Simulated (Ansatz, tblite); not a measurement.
**SiCl2(SiMe3)2 (C₆H₁₈Cl₂Si₃): one state, many levels**

An exercise on one series of results from a longer session: the logs are not shown, and one member is left open.

Computed with Ansatz 0.2.0, Gaussian basis. Level: as each input shows.

The runs, in order: GFN1-xTB, GFN2-xTB, PBE-D4/def2-TZVP, r2SCAN-D4/def2-TZVP, LDA/def2-TZVP, r2SCAN0-D4/def2-TZVP, PBE-D4/def2-SVP, PBE0-D4/def2-SVP, HF/STO-3G, MP2/def2-SVP, RPA/def2-SVP.

5 further runs of the same task are left out: 3 that didn't finish, 2 set aside as unsound or not needed. Runs told in other sessions of the task aren't counted.

## The structure

The geometry is that of the singlet, from an earlier relaxation (PBE0-D4/def2-SVP).

29 atoms, charge 0, spin multiplicity 1.

Bond lengths: Si1–Cl2 2.106 Å, Si1–Cl3 2.105 Å, Si1–Si4 2.343 Å, Si1–Si17 2.343 Å, Si4–C5 1.880 Å, Si4–C6 1.883 Å, Si4–C7 1.884 Å, C5–H8 1.102 Å, C5–H9 1.101 Å, C5–H10 1.101 Å, C6–H11 1.101 Å, C6–H12 1.102 Å, C6–H13 1.102 Å, C7–H14 1.101 Å, C7–H15 1.101 Å, C7–H16 1.102 Å, Si17–C18 1.883 Å, Si17–C19 1.880 Å and more. Angles: Cl2–Si1–Cl3 107.8°, Cl2–Si1–Si4 105.9°, Cl2–Si1–Si17 105.8°, Cl3–Si1–Si4 105.9°, Cl3–Si1–Si17 106.2°, Si4–Si1–Si17 124.3°, Si1–Si4–C5 106.2°, Si1–Si4–C6 108.1°, Si1–Si4–C7 108.1°, C5–Si4–C6 111.3°, C5–Si4–C7 111.3°, C6–Si4–C7 111.5°, Si4–C5–H8 111.4°, Si4–C5–H9 110.3°, Si4–C5–H10 110.3°, H8–C5–H9 108.4°, H8–C5–H10 108.5°, H9–C5–H10 107.9° and more.

As a file:

| atom | x (Å) | y (Å) | z (Å) |
| --- | --- | --- | --- |
| Si1 | 1.0270 | 0.0014 | 0.4845 |
| Cl2 | 1.4106 | -0.0991 | 2.5528 |
| Cl3 | 2.8796 | 0.1063 | -0.5099 |
| Si4 | -0.0149 | 2.0688 | 0.1228 |
| C5 | 1.1307 | 3.3694 | 0.8518 |
| C6 | -0.2223 | 2.3023 | -1.7345 |
| C7 | -1.6784 | 2.0483 | 1.0067 |
| H8 | 0.7157 | 4.3832 | 0.7317 |
| H9 | 2.1133 | 3.3343 | 0.3562 |
| H10 | 1.2873 | 3.1817 | 1.9253 |
| H11 | 0.7507 | 2.2102 | -2.2422 |
| H12 | -0.9017 | 1.5481 | -2.1624 |
| H13 | -0.6349 | 3.2984 | -1.9630 |
| H14 | -2.3549 | 1.2952 | 0.5727 |
| H15 | -1.5441 | 1.8110 | 2.0738 |
| H16 | -2.1753 | 3.0297 | 0.9352 |
| Si17 | 0.0906 | -2.0680 | -0.0905 |
| C18 | -0.2026 | -2.0873 | -1.9509 |
| C19 | 1.3493 | -3.3692 | 0.4167 |
| C20 | -1.5200 | -2.2653 | 0.8659 |
| H21 | -0.5692 | -3.0725 | -2.2823 |
| H22 | 0.7337 | -1.8723 | -2.4893 |
| H23 | -0.9473 | -1.3322 | -2.2484 |
| H24 | 2.3015 | -3.2071 | -0.1117 |
| H25 | 1.5484 | -3.3074 | 1.4978 |
| H26 | 0.9909 | -4.3853 | 0.1855 |
| H27 | -1.3406 | -2.1492 | 1.9464 |
| H28 | -2.2636 | -1.5115 | 0.5620 |
| H29 | -1.9596 | -3.2618 | 0.6974 |

PBE0-D4/def2-TZVP was run before; its log isn't repeated, and its numbers join the tables.

Set-up of the first run:

Tight binding, by tblite at 300 K electronic temperature and without a spin-polarisation term:

```python
tblite.interface.Calculator('GFN1-xTB', numbers, positions, charge=0, uhf=0).singlepoint()
```

Tight binding, by tblite at 300 K electronic temperature and without a spin-polarisation term:

```python
tblite.interface.Calculator('GFN2-xTB', numbers, positions, charge=0, uhf=0).singlepoint()
```

start.molden holds the orbitals of an earlier run on this state, given as this run's starting guess.

in.yaml

```yaml
crystal:
  periodic: [false, false, false]
  atoms:
    - {symbol: Si, position_ang: [1.026978, 0.001407, 0.484526]}
    - {symbol: Cl, position_ang: [1.410558, -0.099132, 2.552783]}
    - {symbol: Cl, position_ang: [2.879582, 0.106293, -0.509894]}
    - {symbol: Si, position_ang: [-0.014874, 2.068750, 0.122779]}
    - {symbol: C, position_ang: [1.130725, 3.369442, 0.851761]}
    - {symbol: C, position_ang: [-0.222282, 2.302277, -1.734510]}
    - {symbol: C, position_ang: [-1.678390, 2.048344, 1.006737]}
    - {symbol: H, position_ang: [0.715686, 4.383203, 0.731697]}
    - {symbol: H, position_ang: [2.113344, 3.334283, 0.356171]}
    - {symbol: H, position_ang: [1.287275, 3.181671, 1.925318]}
    - {symbol: H, position_ang: [0.750657, 2.210233, -2.242237]}
    - {symbol: H, position_ang: [-0.901651, 1.548122, -2.162404]}
    - {symbol: H, position_ang: [-0.634880, 3.298374, -1.963036]}
    - {symbol: H, position_ang: [-2.354902, 1.295189, 0.572704]}
    - {symbol: H, position_ang: [-1.544068, 1.810980, 2.073826]}
    - {symbol: H, position_ang: [-2.175341, 3.029687, 0.935178]}
    - {symbol: Si, position_ang: [0.090646, -2.068043, -0.090524]}
    - {symbol: C, position_ang: [-0.202609, -2.087310, -1.950899]}
    - {symbol: C, position_ang: [1.349314, -3.369199, 0.416741]}
    - {symbol: C, position_ang: [-1.520046, -2.265257, 0.865871]}
    - {symbol: H, position_ang: [-0.569154, -3.072495, -2.282317]}
    - {symbol: H, position_ang: [0.733676, -1.872305, -2.489268]}
    - {symbol: H, position_ang: [-0.947299, -1.332226, -2.248383]}
    - {symbol: H, position_ang: [2.301547, -3.207105, -0.111714]}
    - {symbol: H, position_ang: [1.548386, -3.307364, 1.497840]}
    - {symbol: H, position_ang: [0.990949, -4.385331, 0.185482]}
    - {symbol: H, position_ang: [-1.340618, -2.149165, 1.946352]}
    - {symbol: H, position_ang: [-2.263580, -1.511491, 0.562021]}
    - {symbol: H, position_ang: [-1.959629, -3.261823, 0.697409]}
basis:
  gaussian: {orbitals: def2-TZVP, initial_orbitals: start.molden}
hamiltonian: {xc: pbe, dispersion: d4}
scf: {omitted_lower_state_checks: [starts]}
output: {forces: true, orbitals: {seedname: orbitals}}
```

Run with:

```bash
$ ansatz run in.yaml --threads 4 --pin off --events-out ev --progress --plain --max-ram 6963MiB
```

Among the steps run: PBE-D4/def2-TZVP; r2SCAN-D4/def2-TZVP; LDA/def2-TZVP; r2SCAN0-D4/def2-TZVP; PBE-D4/def2-SVP; PBE0-D4/def2-SVP; HF/STO-3G; MP2/def2-SVP; RPA/def2-SVP.

One table of the session follows, with a row left open; its other results are not shown here.

It belongs to the step «Binding energy». 

```
               level  binding an atom (eV)
           HF/STO-3G                     ?
         HF/def2-SVP                 2.983
       LDA/def2-TZVP                 4.367
     PBE-D4/def2-SVP                 3.952
    PBE-D4/def2-TZVP                 3.941
 r2SCAN-D4/def2-TZVP                 3.909
    PBE0-D4/def2-SVP                 3.925
   PBE0-D4/def2-TZVP                 3.912
r2SCAN0-D4/def2-TZVP                 3.879
        MP2/def2-SVP                 3.716
```

**Question.** Estimate the row for HF/STO-3G.

**Answer.** binding an atom (eV): 3.857. In the column «binding an atom (eV)» it lies between MP2/def2-SVP (3.716) and r2SCAN0-D4/def2-TZVP (3.879).

Caveats from the session: Free atoms were run apart at each level; binding is atoms less cluster, divided by the number of atoms, without zero-point or spin-orbit terms.
